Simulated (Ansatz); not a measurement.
# Sr3Ca (Pm-3m): convergence test of the plane-wave cutoff, by script

Aim: a convergence test of the plane-wave cutoff, for Sr3Ca (Pm-3m), run from a script.

Computed with the Python package of Ansatz 0.2.0. Level of theory: DFT LDA, plane waves, PAW.

**1. Starting point**

The structure is cubic, space group Pm-3m (No. 221). The conventional cell has a = 5.989 Å, b = 5.989 Å, c = 5.989 Å, α = 90.00°, β = 90.00°, γ = 90.00°. Sr (site symmetry 4/mmm) has 8 Sr at 4.23 Å and 4 Ca at 4.23 Å as nearest neighbours. Ca (site symmetry m-3m) is surrounded by 12 Sr at 4.23 Å.

The script reads POSCAR_sr3ca:

```text
Sr3Ca
1.0
   5.98875224    0.00000000    0.00000000
   0.00000000    5.98875224    0.00000000
   0.00000000    0.00000000    5.98875224
Sr Ca
3 1
Direct
   0.00000000    0.50000000    0.50000000
   0.50000000    0.00000000    0.50000000
   0.50000000    0.50000000    0.00000000
   0.00000000    0.00000000    0.00000000
```

**2. Script**

File sr3ca_ecut.py:

```python
"""Convergence of Sr3Ca with the plane-wave cutoff."""

import warnings

import ansatz as az
from ase.io import read
import matplotlib.pyplot as plt

warnings.simplefilter("ignore", az.DeckWarning)

atoms = read("POSCAR_sr3ca", format="vasp")
xtal = az.Crystal.from_ase(atoms)

calc = (
    xtal.calculation()
    .functional(az.Functional.LDA)
    .kpoints(5)
    .occupations(az.OccupationsMethod.FERMI_DIRAC, width=0.05)
    .band_table()
)

rows = []
for value in [250, 325, 400, 475, 550, 625]:
    summary = calc.basis(value).run(threads=1, backend="cpu").report
    rows.append((value, summary["free_energy_ev"] / len(summary["lattice"]["sites"]), summary["n_iterations"], summary["gap_by_band_count_ev"], summary["n_pw"]))

print(" cutoff (eV)   F/atom (eV)    iterations  gap by band count (eV)   plane waves")
for row in rows:
    print(f"{str(row[0]):>12s}  {row[1]:12.5f}  {row[2]:12d}  {row[3]:22.3f}  {row[4]:12d}")

# the last row is the reference
for row in rows[:-1]:
    shift = 1000 * (row[1] - rows[-1][1])
    print(f"{row[0]}: {shift:+.2f} meV/atom" + ("  (within 2 meV)" if abs(shift) < 2 else ""))
plt.figure(figsize=(4.5, 3))
plt.plot([str(row[0]) for row in rows], [1000 * (row[1] - rows[-1][1]) for row in rows], "o-")
plt.xlabel("cutoff (eV)")
plt.ylabel("F - F(last) (meV/atom)")
plt.tight_layout()
plt.savefig("ecut.png", dpi=100)
```

**3. The input behind the calls**

The engine receives this input (first run):

```yaml
crystal:
  lattice:
    - [5.98875224, 0.0, 0.0]
    - [0.0, 5.98875224, 0.0]
    - [0.0, 0.0, 5.98875224]
  atoms:
    - { symbol: Sr, position: [0.0, 0.5, 0.5] }
    - { symbol: Sr, position: [0.5, 0.0, 0.5] }
    - { symbol: Sr, position: [0.5, 0.5, 0.0] }
    - { symbol: Ca, position: [0.0, 0.0, 0.0] }
basis:
  ecutwfc: 250.0
kpoints:
  mp_grid:
    grid: [5, 5, 5]
hamiltonian:
  xc: lda
scf:
  occupations:
    method: fermi_dirac
    width: 0.05
output:
  eigenvalues: true
```

**4. Launch**

Started as:

```
python sr3ca_ecut.py
```

**Question.** How fast does the energy converge with the cutoff (threshold 2 meV an atom)?

**Answer**, as computed:

```
                              quantity           value
                         runs compared               6
       last run but one, from the last  +0.02 meV/atom
within 5 meV/atom of the last run from             325
```

In words: Runs 1, 2: each has a cutoff under the recommended one, so what rests on them isn't a property of the system. From 400 eV on it stays within 2 meV an atom of the value at 625 eV; the first row (250 eV) is off by 89.8 meV and the last but one by 0.02 meV. The energy falls steadily, as expected when plane waves are added. Reading the output:
- For a metal this k-point mesh is coarse: on a finer one energies can move by several to tens of meV an atom and pressures by half a GPa or more, differences at one mesh by less.
- This cell is a computed structure, which may not be the phase found in nature.
- Shifts are counted from the last row, which is itself no proven limit.
